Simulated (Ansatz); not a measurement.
**NiPt2: a trial structure relaxed**

Where does NiPt2 go from the start given, cuprite type (Pn-3m, No. 224)?

The COD entry's cell or inner coordinates are ideal or old and differ from later refinements, so a difference from it is no clean test against experiment.

Method: DFT r2SCAN, scalar-relativistic, plane waves, PAW, in Ansatz 0.2.0.

### 1 Starting point

It takes space group Pn-3m (No. 224, cubic). The conventional cell has a = 4.493 Å, b = 4.493 Å, c = 4.493 Å, α = 90.00°, β = 90.00°, γ = 90.00°. Ni (site symmetry -43m) is surrounded by 4 Pt at 1.95 Å. Pt (site symmetry -3m) has 2 Ni at 1.95 Å as nearest neighbours.

As a file:

```
CELL_PARAMETERS angstrom
4.49299 0.00000 0.00000
0.00000 4.49299 0.00000
0.00000 0.00000 4.49299
ATOMIC_POSITIONS crystal
Ni 0.00000 0.00000 0.00000
Ni 0.50000 0.50000 0.50000
Pt 0.25000 0.25000 0.25000
Pt 0.25000 0.75000 0.75000
Pt 0.75000 0.75000 0.25000
Pt 0.75000 0.25000 0.75000
```

(A quick probe on a coarse mesh, which set the mesh and smearing, is not shown.)

### 3 Rough relaxation on the coarse mesh

Input file input.yaml:

```yaml
crystal:
  lattice:
    - [4.4929852193, 0.0, 0.0]
    - [0.0, 4.4929852193, 0.0]
    - [0.0, 0.0, 4.4929852193]
  atoms:
    - { symbol: Ni, position: [0.0, 0.0, 0.0] }
    - { symbol: Ni, position: [0.5, 0.5, 0.5] }
    - { symbol: Pt, position: [0.25, 0.25, 0.25] }
    - { symbol: Pt, position: [0.25, 0.75, 0.75] }
    - { symbol: Pt, position: [0.75, 0.75, 0.25] }
    - { symbol: Pt, position: [0.75, 0.25, 0.75] }
basis:
  ecutwfc: 500
kpoints:
  mp_grid: { grid: [4, 4, 4] }
hamiltonian:
  xc: r2scan
scf:
  occupations: { method: gaussian, width: 0.1 }
  lower_state_search: "off"
output:
  forces: true
  stress: true
  eigenvalues: true
relax:
  adjacent_minimum: "off"
  f_tol: 0.04
  max_steps: 70
  cell: { stress_tol: 0.4 }
```

Command:

```bash
> ansatz run input.yaml --threads 1 --pin off --max-ram 2560MiB --backend cpu --events-out ev --progress --plain --runs-dir out
```

The session goes on with these runs: the relaxation.

Before running it: what results should come out?

The runs gave:

Formation energies count from the elements, computed with the same settings in runs not shown here.

```
                          quantity                                                                      value
                              cell  a = 5.086 Å, b = 5.086 Å, c = 5.086 Å, α = 90.00°, β = 90.00°, γ = 90.00°
                       space group                                                            Pn-3m (No. 224)
                            volume                                                              21.93 Å³/atom
                   gap on the mesh                                                               none (metal)
formation energy from the elements                                                             +1.830 eV/atom
```

**Reading.** The space group stayed Pn-3m, and from the first guess the volume went from 15.12 to 21.93 Å³/atom. The formation energy of +1.83 eV/atom is positive, so the elements lie lower than this structure; another structure of the compound can lie lower. The runs treat Pt without spin-orbit coupling. A spin-polarised run here lost its starting moments, which speaks against magnetism, though one start doesn't rule it out.
